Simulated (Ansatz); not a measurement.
# AlH8N2PS: the cost of one run

All numbers below are computed with Ansatz 0.2.0 (RKS BHLYP/6-31G*).

1 further run of the same task is left out (it didn't finish).

### 1 The starting structure

Bond lengths: Al1–S2 2.639 Å, Al1–N3 1.771 Å, Al1–N4 1.772 Å, Al1–H5 1.817 Å, Al1–P6 2.667 Å, S2–H7 1.326 Å, N3–H8 1.012 Å, N3–H9 1.010 Å, N4–H10 1.010 Å, N4–H11 1.013 Å, P6–H12 1.426 Å, P6–H13 1.395 Å. Angles (14 of 20 angles, heavy atoms first): S2–Al1–N3 104.6°, S2–Al1–N4 109.0°, S2–Al1–P6 85.8°, N3–Al1–N4 134.4°, N3–Al1–P6 110.1°, N4–Al1–P6 102.3°, Al1–S2–H7 89.7°, S2–Al1–H5 42.8°, N3–Al1–H5 113.6°, N4–Al1–H5 112.0°, H5–Al1–P6 42.9°, Al1–N3–H8 123.7°, Al1–N3–H9 127.6°, Al1–N4–H10 124.9°.

Structure file:

```xyz
13

Al    0.1895    0.0476    0.3981
S    -0.1894    2.2510   -1.0033
N     1.9401   -0.2166    0.3487
N    -1.0446   -0.0495    1.6665
H    -0.5230    0.4964   -1.2125
P    -0.9848   -1.2141   -1.6368
H    -1.4034    2.3656   -0.4823
H     2.5648    0.2748   -0.2781
H     2.4981   -0.7670    0.9860
H    -0.8683    0.0655    2.6546
H    -2.0456   -0.1192    1.5293
H    -0.3181   -1.8894   -0.5729
H     0.1847   -1.2450   -2.3973
```

### 2 A restrained relaxation towards end A

Springs on the bonds that form and break draw the guess towards this end; the thresholds are loose.

The input, input.yaml:

```yaml
crystal:
  periodic: [false, false, false]
  atoms:
    - { symbol: Al, position_ang: [0.1895, 0.0476, 0.3981] }
    - { symbol: S, position_ang: [-0.1894, 2.251, -1.0033] }
    - { symbol: "N", position_ang: [1.9401, -0.2166, 0.3487] }
    - { symbol: "N", position_ang: [-1.0446, -0.0495, 1.6665] }
    - { symbol: H, position_ang: [-0.523, 0.4964, -1.2125] }
    - { symbol: P, position_ang: [-0.9848, -1.2141, -1.6368] }
    - { symbol: H, position_ang: [-1.4034, 2.3656, -0.4823] }
    - { symbol: H, position_ang: [2.5648, 0.2748, -0.2781] }
    - { symbol: H, position_ang: [2.4981, -0.767, 0.986] }
    - { symbol: H, position_ang: [-0.8683, 0.0655, 2.6546] }
    - { symbol: H, position_ang: [-2.0456, -0.1192, 1.5293] }
    - { symbol: H, position_ang: [-0.3181, -1.8894, -0.5729] }
    - { symbol: H, position_ang: [0.1847, -1.245, -2.3973] }
basis:
  gaussian: { orbitals: "6-31G*" }
hamiltonian:
  xc: { name: BHLYP }
relax:
  f_tol: 0.15
  max_steps: 25
  restrain:
    - { distance: [0, 5], at: 3.58, k: 30.0 }
    - { distance: [4, 1], at: 2.66, k: 30.0 }
    - { distance: [0, 1], at: 2.26, k: 30.0 }
    - { distance: [4, 5], at: 1.38, k: 30.0 }
output:
  orbitals: {}
```

The run is started by

```bash
> ansatz run input.yaml --threads 2 --pin off --max-ram 3072MiB --backend cpu --events-out ev --progress --plain --runs-dir out
```

Q: Estimate wall time and peak memory on 2 threads of AMD EPYC 9R45 (Zen 5), shared host.

About 19 s, with a peak of 0.26 GiB.
